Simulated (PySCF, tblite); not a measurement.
# C₆H₆B₂+ (doublet): geometry, infrared bands and EPR parameters

Aim: predict the infrared bands and EPR parameters of C₆H₆B₂+ (doublet) (`[H]/[C+]=[C]/C1=CBC=CB1`).

Programs: tblite 0.8.0 and PySCF 2.14.0, with density-fitted response routines of our own. Each step states its level of theory. These are calculated values for one molecule in the gas phase, unless marked as measured. Atoms are numbered from 0 throughout.

### Step 1. Starting geometry

14 atoms, charge 1, multiplicity 2; geometry from: force field or distance geometry start.

Bonds of the start (Å): C0–C1 1.31, C1–C2 1.46, C2–C3 1.35, C3–B4 1.57, B4–C5 1.58, C5–C6 1.35, C6–B7 1.58, B7–C2 1.60, C0–H8 1.06, C3–H9 1.09, B4–H10 1.18, C5–H11 1.08, C6–H12 1.08, B7–H13 1.18.

### Step 2. Geometry optimisation with GFN2-xTB

What the job is given:

```
{"job": {"kind": "relax", "xc": "GFN2-xTB", "basis": "xTB"}, "charge": 1, "multiplicity": 2}
C      3.210700    -0.438400     0.080800
C      2.109400    -1.155200     0.094200
C      0.764300    -0.588900     0.128100
C     -0.294500    -1.419300     0.138400
B     -1.783100    -0.908000     0.177600
C     -2.018600     0.652600     0.164100
C     -0.976700     1.511400     0.141000
B      0.518500     0.992400     0.125800
H      4.086900     0.149100     0.064900
H     -0.139700    -2.499900     0.153700
H     -2.695100    -1.660500     0.187800
H     -3.032600     1.032600     0.184200
H     -1.166200     2.579100     0.152900
H      1.416000     1.752500     0.099600
```

On the command line:

```
OMP_NUM_THREADS=1 python probes_run.py task.json out
```

One launch serves the whole session: the jobs run in the order shown.

What it wrote:

```text
step      E/eV     max force
  0    -481.18887    7.294
  1    -481.27219   12.772
  2    -481.87086    2.953
  3    -482.00421    2.173
  4    -482.19911    1.590
  5    -482.31936    1.127
  6    -482.41451    0.938
  7    -482.44769    0.646
  8    -482.47896    0.851
  9    -482.50330    0.539
 10    -482.52407    0.404
 11    -482.54014    0.320
 12    -482.55394    0.334
 13    -482.56944    0.434
 14    -482.58693    0.533
 15    -482.60317    0.446
 16    -482.61723    0.497
 17    -482.63156    0.529
 18    -482.65268    0.540
 19    -482.68016    0.882
 20    -482.68973    1.085
 21    -482.72174    0.545
 22    -482.73411    0.838
 23    -482.74718    0.509
 24    -482.75233    0.671
 25    -482.75854    0.344
 26    -482.76307    0.090
 27    -482.76369    0.055
 28    -482.76409    0.073
 29    -482.76435    0.067
 30    -482.76474    0.047
 31    -482.76497    0.044
 32    -482.76510    0.035
 33    -482.76518    0.036
 34    -482.76525    0.027
 35    -482.76530    0.018
 36    -482.76534    0.015
 37    -482.76537    0.012
 38    -482.76541    0.016
 39    -482.76546    0.024
 40    -482.76554    0.039
 41    -482.76567    0.064
 42    -482.76608    0.115
 43    -482.76449    0.704
 44    -482.76795    0.308
 45    -482.77167    0.356
 46    -482.76366    0.202
 47    -482.75487    1.275
 48    -482.76602    0.216
 49    -482.76484    0.451
 50    -482.76548    0.305
 51    -482.76378    0.427
 52    -482.76651    0.281
 53    -482.76708    0.278
 54    -482.76951    0.338
 55    -482.77858    1.005
 56    -482.79244    1.149
 57    -482.81721    1.868
 58    -482.86674    1.176
 59    -482.91464    0.391
 60    -482.93546    0.422
 61    -482.94381    0.354
 62    -482.96584    0.398
 63    -482.97927    0.348
 64    -482.98607    0.196
 65    -482.99074    0.182
 66    -482.99432    0.134
 67    -482.99633    0.125
 68    -482.99773    0.139
 69    -482.99885    0.131
 70    -483.00023    0.135
 71    -483.00189    0.142
 72    -483.00347    0.102
 73    -483.00469    0.096
 74    -483.00572    0.121
 75    -483.00696    0.127
 76    -483.00891    0.118
 77    -483.01161    0.137
 78    -483.01421    0.109
 79    -483.01590    0.094
 80    -483.01690    0.086
 81    -483.01783    0.081
 82    -483.01894    0.077
 83    -483.02001    0.081
 84    -483.02090    0.079
 85    -483.02180    0.120
 86    -483.02294    0.150
 87    -483.02433    0.151
 88    -483.02551    0.098
 89    -483.02617    0.076
 90    -483.02660    0.055
 91    -483.02708    0.052
 92    -483.02763    0.099
 93    -483.02821    0.082
 94    -483.02868    0.089
 95    -483.02913    0.057
 96    -483.02966    0.050
 97    -483.03020    0.050
 98    -483.03059    0.045
 99    -483.03085    0.042
100    -483.03106    0.032
101    -483.03123    0.037
102    -483.03139    0.049
103    -483.03157    0.047
104    -483.03179    0.034
105    -483.03198    0.034
106    -483.03211    0.031
107    -483.03220    0.030
108    -483.03229    0.032
109    -483.03243    0.030
110    -483.03258    0.035
111    -483.03272    0.038
112    -483.03284    0.036
113    -483.03299    0.033
114    -483.03318    0.031
115    -483.03337    0.025
116    -483.03349    0.024
117    -483.03356    0.025
118    -483.03361    0.024
119    -483.03369    0.020
120    -483.03377    0.017
121    -483.03382    0.015
122    -483.03383    0.014
123    -483.03383    0.019
124    -483.03383    0.025
125    -483.03384    0.009
```

Run time: 0.74 s. Hardware: 1 thread of Arm Neoverse V1, shared host.

The steps of the relaxation: (not every step is listed)

```
step  energy from step 0 (eV)  largest force (eV/Å)
   0                   0.0000                7.2943
   1                  -0.0833               12.7720
   2                  -0.6820                2.9533
   3                  -0.8153                2.1735
   4                  -1.0102                1.5898
   5                  -1.1305                1.1272
   6                  -1.2256                0.9380
   7                  -1.2588                0.6465
   8                  -1.2901                0.8510
  19                  -1.4913                0.8819
  30                  -1.5759                0.0473
  41                  -1.5768                0.0643
  52                  -1.5776                0.2815
  63                  -1.7904                0.3485
  74                  -1.8168                0.1207
  85                  -1.8329                0.1196
  96                  -1.8408                0.0498
 107                  -1.8433                0.0304
 118                  -1.8447                0.0237
 120                  -1.8449                0.0172
 121                  -1.8449                0.0149
 122                  -1.8450                0.0142
 123                  -1.8450                0.0190
 124                  -1.8450                0.0247
 125                  -1.8450                0.0090
```

Distances of close pairs at the start and the end, largest changes first:

| bond | before (Å) | after (Å) | change (Å) |
| --- | --- | --- | --- |
| C0–C1 | 1.314 | 1.209 | -0.105 |
| C1–C2 | 1.460 | 1.394 | -0.066 |
| C6–B7 | 1.583 | 1.533 | -0.050 |
| C3–B4 | 1.574 | 1.527 | -0.047 |
| C2–B7 | 1.600 | 1.567 | -0.033 |
| B4–C5 | 1.578 | 1.550 | -0.028 |
| C2–C3 | 1.346 | 1.368 | +0.022 |
| B4–H10 | 1.182 | 1.164 | -0.018 |

The final coordinates are the input of the step that follows.

### Step 3. Vibrational analysis with GFN2-xTB

What the job is given:

```
{"job": {"kind": "ir", "xc": "GFN2-xTB", "basis": "xTB"}, "charge": 1, "multiplicity": 2}
C      3.282436    -0.798196    -0.245519
C      2.119266    -0.566026    -0.011304
C      0.776107    -0.269355     0.212352
C     -0.194492    -1.196875     0.473353
B     -1.653098    -0.919768     0.116428
C     -2.070193     0.571646     0.184694
C     -1.128308     1.506936    -0.041557
B      0.332552     1.229033     0.329720
H      4.299508    -1.027239    -0.397104
H      0.106726    -2.163868     0.867005
H     -2.354019    -1.720345    -0.355598
H     -3.117729     0.841768     0.269610
H     -1.423311     2.504032    -0.358999
H      1.023878     2.007785     0.850125
```

What it wrote:

```text
mode    cm-1     km/mol
  1      94.0      2.76
  2     128.5      3.06
  3     180.6     15.27
  4     250.6     14.56
  5     312.6      0.89
  6     342.0      5.09
  7     409.8      8.12
  8     432.1      4.84
  9     465.6      1.27
 10     533.8      1.62
 11     657.7     25.33
 12     666.9     36.17
 13     672.5      7.70
 14     682.4    147.68
 15     717.5     56.02
 16     778.2    130.60
 17     801.9     12.37
 18     846.4     10.01
 19     875.3     15.85
 20     891.8     16.83
 21     903.2     19.11
 22    1021.0     10.63
 23    1072.0      5.78
 24    1087.7     15.65
 25    1134.0     40.83
 26    1157.1     14.44
 27    1201.8     61.83
 28    1432.2     35.36
 29    1486.3     49.25
 30    2166.7    292.37
 31    2699.4      4.15
 32    2703.6      7.26
 33    2983.1     25.38
 34    2995.8     24.13
 35    3010.1     45.43
 36    3345.8    118.57
```

Run time: 0.39 s. Hardware: 1 thread of Arm Neoverse V1, shared host.

Which atoms move in the most intense modes:

| cm⁻¹ | km/mol | atoms |
| --- | --- | --- |
| 682 | 147.7 | B4 21 %, H10 21 %, B7 11 %, H13 10 % |
| 718 | 56.0 | H11 21 %, H12 15 % |
| 778 | 130.6 | H9 32 %, C3 21 % |
| 1202 | 61.8 | H11 34 %, C6 20 %, H12 19 %, C5 16 % |
| 1486 | 49.2 | C6 49 %, C5 47 % |
| 2167 | 292.4 | C1 59 %, C0 31 % |
| 3010 | 45.4 | H11 86 % |
| 3346 | 118.6 | H8 87 %, C0 13 % |

### Step 4. EPR parameters: B3LYP/pcH-1

The job, as its differences from that of step 3:

```diff
@@ -1,2 +1,2 @@
-{"job": {"kind": "ir", "xc": "GFN2-xTB", "basis": "xTB"}, "charge": 1, "multiplicity": 2}
+{"job": {"kind": "epr", "basis": "pcH-1"}, "charge": 1, "multiplicity": 2}
 C      3.282436    -0.798196    -0.245519
```

Level: UKS B3LYP, pcH-1 on B C H, non-relativistic, mean-field spin-orbit, GIAO.

What it wrote:

```text
UKS, coarse grid
  cycle   1  E = -281.51789726  |g| = 2.16e-01
  cycle   2  E = -281.49950583  |g| = 2.74e-01
  cycle   3  E = -281.53363311  |g| = 1.24e-01
  cycle   4  E = -281.54131901  |g| = 4.68e-02
  cycle   5  E = -281.54238222  |g| = 1.15e-02
  cycle   6  E = -281.54245487  |g| = 4.28e-03
  cycle   7  E = -281.54246906  |g| = 2.09e-03
  cycle   8  E = -281.54247418  |g| = 1.29e-03
  cycle   9  E = -281.54247672  |g| = 6.41e-04
UKS, final grid
  cycle   1  E = -281.54246524  |g| = 1.13e-03
  cycle   2  E = -281.54246278  |g| = 2.36e-03
  cycle   3  E = -281.54246609  |g| = 1.93e-04
  cycle   4  E = -281.54246612  |g| = 1.08e-04
  cycle   5  E = -281.54246614  |g| = 1.11e-04
  cycle   6  E = -281.54246615  |g| = 3.80e-05
  cycle   7  E = -281.54246616  |g| = 7.09e-06
E = -281.54246616 Eh   <S^2> = 0.7613 (exact 0.7500)
g shifts (ppm)      1          2          3
  rmc          -152       -152       -152
  gc            -27         44         34
  oz_so        -212        380       1083
  total        -390        273        966
hyperfine (MHz)  atom isotope    a_iso     a_fc   dipolar eigenvalues
    0   13C      17.00      17.00    -19.66    -18.56     38.22
    1   13C       7.51       7.51     -6.59     -4.61     11.19
    2   13C      20.40      20.40    -21.06    -14.01     35.07
    3   13C      34.46      34.46    -29.56    -26.40     55.96
    4   11B     -18.63     -18.63     -6.10     -1.38      7.48
    5   13C      28.16      28.16    -19.84    -17.29     37.13
    6   13C      18.40      18.40    -17.03    -13.96     30.99
    7   11B     -13.50     -13.50     -6.23     -2.10      8.33
    8    1H     -18.77     -18.77     -9.22     -1.89     11.11
    9    1H      42.11      42.11    -12.49     -5.35     17.83
   10    1H      -1.77      -1.77     -2.93     -0.68      3.62
   11    1H      40.31      40.31     -8.63     -4.71     13.33
   12    1H      51.94      51.94     -7.42     -5.00     12.42
   13    1H      -6.64      -6.64     -2.87     -0.24      3.11
```

It took 59 s on 1 thread of Arm Neoverse V1, shared host; peak memory 1 GiB.

Principal g values 2.00193, 2.00259, 2.00329; g(iso) = 2.00260, against 2.00232 for a free electron.

Hyperfine couplings, nucleus by nucleus at this fixed geometry (no averaging over rotations):

```
nuclei  isotope  a(iso) (MHz)  a(iso) (G, at g = 2.0023)  largest dipolar term (MHz)
   H12       1H          51.9                       18.5                        12.4
    H9       1H          42.1                       15.0                        17.8
   H11       1H          40.3                       14.4                        13.3
    C3      13C          34.5                       12.3                        56.0
    C5      13C          28.2                       10.0                        37.1
    C2      13C          20.4                        7.3                        35.1
    H8       1H         -18.8                       -6.7                        11.1
    B4      11B         -18.6                       -6.6                         7.5
    C6      13C          18.4                        6.6                        31.0
    C0      13C          17.0                        6.1                        38.2
    B7      11B         -13.5                       -4.8                         8.3
    C1      13C           7.5                        2.7                        11.2
   H13       1H          -6.6                       -2.4                         3.1
   H10       1H          -1.8                       -0.6                         3.6
```

Mulliken spin populations:

C0 0.23; C1 -0.03; C2 0.15; C3 0.32; B4 -0.03; C5 0.18; C6 0.15; B7 0.00; H8 -0.01; H9 0.01; H10 0.00; H11 0.01; H12 0.02; H13 0.00

In first order the couplings over 0.8 MHz of 1H, 11B give 888 distinct lines over 92.1 G.

Orbitals, density, ELF and potential are computed afterwards from the orbital file.

ELF in a plane through or near 8 of the atoms.

Ten even steps from '0' (0.00) to '9' (1.00):
```
0000000000000000000000000000
0000000000000000000000000000
0000000000000000000000000000
0000000000058720000000000000
0000000000199960056200000000
0000000000099971288400000000
0000001321059637676100000000
0000013554015649543000000000
0001676687548737696698200000
0005997585763841453999600000
0003886584752731564999600000
0000355687548757597588100000
0000013554016629113000000000
0000001220069767165100000000
0000000000099832699600000000
0000000000089600599700000000
0000000000001000275100000000
0000000000000000010000000000
0000000000000000000000000000
0000000000000000000000000000
```
The map spans 14.1 Å across and 9.7 Å up, centred on the molecule. Atoms in the plane (x, y in Å): C1 (-2.2, 0.0), C2 (-0.8, -0.1), C3 (-0.1, -1.2), B4 (1.4, -1.3), C5 (2.1, 0.0), C6 (1.5, 1.2), B7 (0.0, 1.3), H11 (3.2, 0.0).

On the surface of density 0.002 e/bohr³ the electrostatic potential runs, from the 1st to the 99th percentile, from 3.62 V near C0 to 5.81 V near B7.

The spin density lies nearest to C3 22 %; C0, C2, C5 about 15 % each; C6 11 %.

### Step 5. Outcome

| quantity | value |
| --- | --- |
| strongest single infrared mode (GFN2-xTB) | 2167 cm⁻¹, 292 km/mol |
| zero-point energy (GFN2-xTB) | 58.8 kcal/mol |
| g(iso) (B3LYP) | 2.00260 |
| ⟨S²⟩ | 0.761 (exact 0.75) |
| largest a(iso) | 1H on H12, 51.9 MHz |

In words: Over 125 steps the energy fell by 1.845 eV; of the close pairs, C0–C1 changed most, 1.314 to 1.209 Å. All 36 modes are real, so the xTB geometry is a minimum. The strongest single mode, at 2167 cm⁻¹, moves mainly C1 and C0. Unscaled tight-binding wavenumbers are off by several per cent, some by more. Its intensities can rank the bands wrongly. The largest spin populations lie on C3 (0.32 e), C0 (0.23 e). The isotropic g lies 0.3 ppt above the free-electron value.
